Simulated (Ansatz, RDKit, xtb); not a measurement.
**C4H4N2Si: which of the isomers drawn lies lowest?**

A sample of isomers of C4H4N2Si is drawn. Aim: find which of them has the lowest free energy at 298.15 K, then its properties. The sample is small against all isomers, and the most stable one of this formula need not be in it.

Plan: many cheap relaxations first (GFN2-xTB), then density-functional screening, relaxation at B3LYP-D3(BJ)/def2-SVP, vibrations (at GFN2-xTB) and a final energy. The numbers are computed, not measured.

## Step 1: Drawing up candidates

Isomers were taken from a list of plausible structures; this is a sample, not all of them. That gives 10 candidates.

| label | SMILES | spin |
| --- | --- | --- |
| c075 | N#CC1(C#N)C[SiH2]1 | singlet |
| c113 | C#C[Si@H](C#N)N=C | singlet |
| c245 | C#C/C=N/[SiH2]C#N | singlet |
| c302 | C#C/C=N\[SiH2]C#N | singlet |
| c310 | N#C[C@@H]1C[Si@H]1C#N | singlet |
| c393 | N#CC#C/C=N/[SiH3] | singlet |
| c720 | N#CC1=CC=N[SiH2]1 | singlet |
| c879 | N#CC(C#N)=C[SiH3] | singlet |
| c915 | N#CC#C/C=N\[SiH3] | singlet |
| c923 | N#C[C@@H]1C[Si@@H]1C#N | singlet |

Candidates are built by distance geometry, with a force field where one applies, in up to four conformers (letters a to d).

**Question.** With final energies at CCSD(T)/def2-SVP + MP2/def2-TZVPP - MP2/def2-SVP, which structure will this search put lowest in free energy, and by what margin?

| quantity | value |
| --- | --- |
| lowest structure found | N#CC1=CC=N[SiH2]1, singlet |
| next finalist | N#CC(C#N)=C[SiH3], singlet, 15.6 kcal/mol higher in G |
| share at equilibrium, among the finalists | 100.0 % |

The lowest structure found is `N#CC1=CC=N[SiH2]1`. Among the finalists first place is clear (15.6 kcal/mol); structures outside the list aren't covered. GFN2-xTB, HF/STO-3G, r2SCAN-D4/def2-SVP, B3LYP-D3(BJ)/def2-SVP, HF/def2-SVP and MP2/def2-SVP already put its bonding pattern lowest among the structures in one piece. Lowest found is not proven lowest: the search is finite, and each finalist counts with one conformer. Only 10 drawn patterns were tried, so whole families of isomers are missing, and the result ranks this sample alone. The lowest isomer need not be the one that is made and kept in a bottle, which depends on barriers.
